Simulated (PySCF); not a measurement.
# C2H3Cl3OSi: the cost of one run

Computed with PySCF 2.14.0, with density-fitted response routines of our own, on a single molecule in the gas phase. Atoms count from 0, in the outputs and in this text.

**1. The starting structure**

10 atoms, charge 0, multiplicity 1; geometry from: GFN2-xTB. The atoms were then displaced at random by about 0.01 Å, so the start is not that level's minimum.

Bonds of the start (Å): O0–C1 1.17, C1–Si2 1.92, Si2–C3 1.99, C3–Cl4 1.77, C3–Cl5 1.78, C3–Cl6 1.75, C1–H7 1.11, Si2–H8 1.43, Si2–H9 1.47.

**2. Geometry optimisation at PBE0-D3(BJ)/def2-SVP**

The job: settings as JSON, then the geometry in Å.

```
{"job": {"xc": "PBE0", "basis": "def2-SVP", "d3": "d3bj", "grid": 1, "shake": 0.01, "kind": "geom"}, "charge": 0, "multiplicity": 1}
O     -2.821910    -0.403850     0.129320
C     -1.666810    -0.571140     0.230970
Si    -0.375970     0.791170    -0.183890
C      1.385350    -0.118180    -0.055440
Cl     1.582340    -0.736000     1.591170
Cl     1.360480    -1.495940    -1.176550
Cl     2.708670     0.953000    -0.458110
H     -1.276830    -1.547620     0.578340
H     -0.491970     1.271050    -1.527950
H     -0.352920     1.836600     0.851080
```

Launch:

```
$ OMP_NUM_THREADS=1 python probes_run.py task.json out
```

The driver reads the jobs from task.json and runs them one after another.

Q: Estimate the wall time and peak memory of this first job on 1 thread of Arm Neoverse V1, shared host.

About 53 s, with a peak of 0.55 GiB.
